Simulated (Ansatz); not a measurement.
# C₃H₉AlO₂: up Jacob's ladder to CCSD(T)

An exercise on one series of results from a longer session: the logs are not shown, and one member is left open.

Computed with Ansatz 0.2.0, Gaussian basis. Level: functionals in def2-TZVPP, the program's frozen cores in correlated methods.

The runs, in order: PBE-D4, r2SCAN-D4, PBE0-D4, B3LYP-D4, ωB97X-V, ωB97M-V, B2PLYP; CCSD(T)/def2-TZVPP; MP2/def2-QZVPP; extrapolation to the limit.

## The geometry

The geometry comes from an earlier relaxation with PBE0-D4 in a triple-zeta def2 set; it is a stationary point, not always the lowest conformer.

15 atoms, charge 0, spin multiplicity 1.

Atoms are counted from 1 here; the program's logs count them from 0.

Bond lengths: C1–C2 1.529 Å, C1–H7 1.092 Å, C1–H8 1.097 Å, C1–H9 1.095 Å, C2–C3 1.529 Å, C2–Al4 1.955 Å, C2–H10 1.101 Å, C3–H11 1.095 Å, C3–H12 1.097 Å, C3–H13 1.092 Å, Al4–O5 1.698 Å, Al4–O6 1.698 Å, O5–H14 0.955 Å, O6–H15 0.955 Å. Angles: C2–C1–H7 112.3°, C2–C1–H8 111.0°, C2–C1–H9 111.4°, H7–C1–H8 107.8°, H7–C1–H9 107.1°, H8–C1–H9 106.9°, C1–C2–C3 111.6°, C1–C2–Al4 112.8°, C1–C2–H10 107.4°, C3–C2–Al4 112.7°, C3–C2–H10 107.4°, Al4–C2–H10 104.5°, C2–C3–H11 111.4°, C2–C3–H12 111.0°, C2–C3–H13 112.3°, H11–C3–H12 106.9°, H11–C3–H13 107.1°, H12–C3–H13 107.8° and more.

Geometry (Å):

```csv
atom,x (Å),y (Å),z (Å)
C1,1.1882,0.4778,-1.2095
C2,-0.0472,-0.2203,-0.6407
C3,0.2138,-1.7049,-0.3854
Al4,-0.7831,0.6970,0.9208
O5,-0.5179,2.3665,1.0855
O6,-1.6842,-0.2034,2.0442
H7,1.0063,1.5339,-1.4213
H8,1.5161,0.0002,-2.1406
H9,2.0312,0.4296,-0.5129
H10,-0.8420,-0.1522,-1.3995
H11,1.0139,-1.8501,0.3473
H12,0.5276,-2.2130,-1.3051
H13,-0.6699,-2.2209,-0.0030
H14,-0.8471,2.9162,1.7930
H15,-2.1056,0.1436,2.8272
```

Set-up of the first run:

The input, in.yaml:

```yaml
crystal:
  periodic: [false, false, false]
  atoms:
    - {symbol: C, position_ang: [1.188186, 0.477759, -1.209515]}
    - {symbol: C, position_ang: [-0.047216, -0.220295, -0.640664]}
    - {symbol: C, position_ang: [0.213801, -1.704893, -0.385387]}
    - {symbol: Al, position_ang: [-0.783074, 0.696980, 0.920767]}
    - {symbol: O, position_ang: [-0.517900, 2.366515, 1.085470]}
    - {symbol: O, position_ang: [-1.684228, -0.203365, 2.044214]}
    - {symbol: H, position_ang: [1.006291, 1.533928, -1.421299]}
    - {symbol: H, position_ang: [1.516084, 0.000210, -2.140646]}
    - {symbol: H, position_ang: [2.031152, 0.429586, -0.512923]}
    - {symbol: H, position_ang: [-0.842001, -0.152204, -1.399473]}
    - {symbol: H, position_ang: [1.013934, -1.850144, 0.347340]}
    - {symbol: H, position_ang: [0.527570, -2.213004, -1.305138]}
    - {symbol: H, position_ang: [-0.669925, -2.220888, -0.003000]}
    - {symbol: H, position_ang: [-0.847051, 2.916181, 1.793012]}
    - {symbol: H, position_ang: [-2.105621, 0.143635, 2.827223]}
basis:
  gaussian: {orbitals: def2-TZVPP}
hamiltonian: {xc: pbe, dispersion: d4}
output: {forces: true, orbitals: {seedname: orbitals}}
```

Run with:

```bash
> ansatz run in.yaml --threads 2 --pin off --events-out ev --progress --plain --max-ram 32768MiB --backend cuda --devices 0, --max-vram 18GiB
```

Steps of the session up to this table: PBE-D4 (GGA); r2SCAN-D4 (meta-GGA); PBE0-D4 (hybrid); B3LYP-D4 (hybrid); ωB97X-V (range-separated); ωB97M-V (range-separated); B2PLYP (double hybrid); CCSD(T) in def2-TZVPP; MP2 in def2-QZVPP.

One table of the session follows, with a row left open; its other results are not shown here.

It belongs to the step «Atomisation energies». 

```
            method  atomisation energy (kcal/mol)
            PBE-D4                         1423.6
         r2SCAN-D4                         1407.4
           PBE0-D4                         1401.0
          B3LYP-D4                         1401.1
           ωB97X-V                         1404.4
           ωB97M-V                         1407.5
            B2PLYP                         1390.4
     HF/def2-TZVPP                         1037.0
    MP2/def2-TZVPP                              ?
   CCSD/def2-TZVPP                         1355.4
CCSD(T)/def2-TZVPP                         1373.6
           MP2/CBS                         1433.2
       CCSD(T)/CBS                         1408.5
```

Q: Estimate the row for MP2/def2-TZVPP from the others.

As computed: atomisation energy (kcal/mol): 1398.2. In the column «atomisation energy (kcal/mol)» it lies between B2PLYP (1390.4) and PBE0-D4 (1401.0).
